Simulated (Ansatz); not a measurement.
# CH₆S₂Si: one species, many methods

One table from this session's results is given with a row withheld; the runs are named, their logs left out.

Program: Ansatz 0.2.0, Gaussian basis. Level of theory: functionals in def2-TZVPP, the program's frozen cores in correlated methods. These are calculated values, not measurements.

The runs, in order: LDA (SPW92), PBE-D4, revPBE-D4, BLYP-D4, r2SCAN-D4, B97M-V, PBE0-D4, B3LYP-D4, r2SCANh-D4, r2SCAN0-D4, HSE06-D4, BHLYP-D4, CAM-B3LYP-D4, LC-ωPBE, ωB97X-V, ωB97M-V, B2PLYP, PBE-QIDH; CCSD(T)/def2-SVP; CCSD(T)/def2-TZVPP; MP2/def2-QZVPP; extrapolation to the limit; RPA on PBE.

### Structure used throughout

All runs share one geometry, relaxed beforehand with PBE0-D4 in a triple-zeta def2 set.

SMILES `C[SiH2]SS`, 10 atoms, charge 0, spin multiplicity 1.

Atoms are counted from 1 here; the program's logs count them from 0.

Bond lengths: C1–Si2 1.861 Å, C1–H5 1.092 Å, C1–H6 1.093 Å, C1–H7 1.092 Å, Si2–S3 2.151 Å, Si2–H8 1.487 Å, Si2–H9 1.489 Å, S3–S4 2.065 Å, S4–H10 1.346 Å. Angles: Si2–C1–H5 110.7°, Si2–C1–H6 110.1°, Si2–C1–H7 110.3°, H5–C1–H6 108.6°, H5–C1–H7 108.7°, H6–C1–H7 108.3°, C1–Si2–S3 112.2°, C1–Si2–H8 110.9°, C1–Si2–H9 111.6°, S3–Si2–H8 108.5°, S3–Si2–H9 103.8°, H8–Si2–H9 109.5°, Si2–S3–S4 98.3°, S3–S4–H10 98.1°.

The first run:

The input, in.yaml:

```yaml
crystal:
  periodic: [false, false, false]
  atoms:
    - {symbol: C, position_ang: [-0.315983, 1.355340, -0.449788]}
    - {symbol: Si, position_ang: [0.315958, -0.365237, -0.769975]}
    - {symbol: S, position_ang: [1.476723, -1.123154, 0.874834]}
    - {symbol: S, position_ang: [0.011137, -1.055983, 2.327555]}
    - {symbol: H, position_ang: [0.512896, 2.050981, -0.305882]}
    - {symbol: H, position_ang: [-0.916904, 1.698999, -1.296088]}
    - {symbol: H, position_ang: [-0.942593, 1.368790, 0.444112]}
    - {symbol: H, position_ang: [-0.807140, -1.304697, -1.027133]}
    - {symbol: H, position_ang: [1.263225, -0.397381, -1.918100]}
    - {symbol: H, position_ang: [-0.514120, -2.278758, 2.123365]}
basis:
  gaussian: {orbitals: def2-TZVPP}
hamiltonian: {xc: lda}
output: {orbitals: {seedname: orbitals}}
```

Started as:

```bash
$ ansatz run in.yaml --threads 2 --pin off --events-out ev --progress --plain --max-ram 4352MiB
```

Steps of the session up to this table: LDA; PBE-D4 (GGA); revPBE-D4 (GGA); BLYP-D4 (GGA); r2SCAN-D4 (meta-GGA); B97M-V (meta-GGA); B3LYP-D4 (hybrid); r2SCANh-D4 (hybrid); r2SCAN0-D4 (hybrid); HSE06-D4 (hybrid); BHLYP-D4 (hybrid); CAM-B3LYP-D4 (range-separated); LC-ωPBE (range-separated); ωB97X-V (range-separated); ωB97M-V (range-separated); B2PLYP (double hybrid); PBE-QIDH (double hybrid).

One table of the session follows, with a row left open; its other results are not shown here.

It belongs to the step «Orbital energies across the functionals». 

```
  functional  HOMO (eV)  gap (eV)
 LDA (SPW92)      -6.08      3.84
      PBE-D4      -5.96      3.93
   revPBE-D4      -5.92      3.96
     BLYP-D4          ?         ?
   r2SCAN-D4      -6.22      4.37
      B97M-V      -6.34      4.56
     PBE0-D4      -7.16      6.11
    B3LYP-D4      -6.92      5.65
  r2SCANh-D4      -6.66      5.17
  r2SCAN0-D4      -7.32      6.37
    HSE06-D4      -6.76      5.33
    BHLYP-D4      -8.21      8.26
CAM-B3LYP-D4      -8.45      8.56
     LC-ωPBE      -9.82     11.12
     ωB97X-V      -9.47     10.65
     ωB97M-V      -9.30     10.31
```

Estimate the missing values for BLYP-D4.

Worked estimate for «HOMO (eV)». Against the share of exact exchange, B3LYP-D4 (0.2, -6.92), BHLYP-D4 (0.5, -8.21) give a slope of -4.30 per unit share; at 0 the line stands at -6.06.

As computed: HOMO (eV): -5.80; gap (eV): 3.91. In «HOMO (eV)» the line misses by -0.26.
